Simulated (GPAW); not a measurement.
Crystal: As2S.

```
As S
1.0
    -3.50648    3.50648    2.48592
     3.50648   -3.50648    2.48592
     3.50648    3.50648   -2.48592
As S
4 2
Cartesian
  -1.7532 3.5065 1.8644
  1.7532 3.5065 1.8644
  0.0000 1.7532 0.6215
  0.0000 5.2597 0.6215
  3.5065 0.0000 1.2430
  0.0000 0.0000 2.4859
```

The cell comes from a database or a generator and needn't be the stable form of this composition.

```yaml
Program: GPAW 26.7.0
Task: relaxation of cell and atoms
Functional: PBEsol
Dispersion: D4
Potentials_or_basis: PAW data sets generated in the run's folder for this functional
Cutoff: 600 eV
Basis: pw
k_mesh: 5 × 5 × 5
Occupations: fermi-dirac, width 0.05 eV
Spin: no spin polarisation
```

At the start: pressure -4.9 GPa; volume 20.38 Å³/atom.

Where does the relaxation end?

Over 8 steps the energy falls by 20.2 meV/atom and the volume is 19.15 Å³/atom (-6.0 %); space group I4_1/amd (No. 141, to 0.05 Å).

Step by step:
| step | energy change (eV) | largest force (eV/Å) | pressure (GPa) | volume (Å³) |
| --- | --- | --- | --- | --- |
| 1 | 0.0000 | 0.0000 | -4.93 | 122.26 |
| 2 | -0.0161 | 0.0000 | -4.61 | 121.72 |
| 3 | -0.1156 | 0.0001 | 0.42 | 114.51 |
| 4 | -0.1166 | 0.0001 | 0.01 | 115.01 |
| 5 | -0.1169 | 0.0001 | -0.05 | 115.08 |
| 6 | -0.1199 | 0.0001 | -0.36 | 115.36 |
| 7 | -0.1211 | 0.0002 | -0.29 | 115.19 |
| 8 | -0.1214 | 0.0002 | -0.08 | 114.89 |

Final structure:
```
As S
1.0
    -3.41422    3.41422    2.46402
     3.41422   -3.41422    2.46402
     3.41421    3.41421   -2.46401
As S
4 2
Direct
  0.87500 0.12500 0.25000
  0.87500 0.62500 0.75000
  0.37500 0.12500 0.25000
  0.87500 0.12500 0.75000
  0.25000 0.75000 0.50000
  0.50000 0.50000 0.00000
```

Caveat: later steps reuse the first step's grids; pairwise dispersion overbinds metals, which lowers pressure and volume.
